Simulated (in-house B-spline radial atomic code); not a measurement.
# Cr²⁺: ionisation energy by several methods

The task here is to estimate one member of a computed series from the others.

Program: in-house B-spline radial atomic code version 1. Level of theory: scalar-relativistic (X2C), several functionals, spin-polarised; spherical all-electron atom at the radial basis limit. These are calculated values, not measurements, unless marked.

### The atom as given

| Property | Result |
| --- | --- |
| element | chromium (Z = 24) |
| charge | +2 |
| electrons | 22 |
| configuration | [Ar] 3d4 |
| nucleus | Fermi, rms radius 3.645 fm |

The outer shells:

[Ar] 3d4
```
[Ar] core
3d [↑ ][↑ ][↑ ][↑ ][  ]
```

Where spins are not typed, each open shell is filled with up spins first.

The first run:

Settings of the run:

```ini
Z = 24
electrons = 22.0
configuration = [Ar] 3d4
hamiltonian = x2c
method = rpbe,pbe
spin_polarised = True
nucleus = fermi
rms_radius = 3.6452
mass_number = 52
atomic_mass = 51.940504714
speed_of_light = 137.035999084
```

Steps of the session up to this table: RPBE, a GGA; PW91, a GGA; BP86, a GGA; PBEsol, a GGA; exchange-only LDA; LDA (PW92); OLYP, a GGA; LDA (VWN5).

One table of the session follows, with a row left open; its other results are not shown here.

| method | ΔSCF (eV) |
| --- | --- |
| exchange-only LDA | 30.970 |
| LDA (PW92) | 32.261 |
| LDA (VWN5) | ? |
| RPBE | 31.988 |
| PW91 | 32.159 |
| BP86 | 32.082 |
| PBEsol | 32.042 |
| OLYP | 32.165 |

Q: Estimate the row for LDA (VWN5) from the others.

**Answer.** ΔSCF (eV): 32.271. In the column «ΔSCF (eV)» it is the highest.
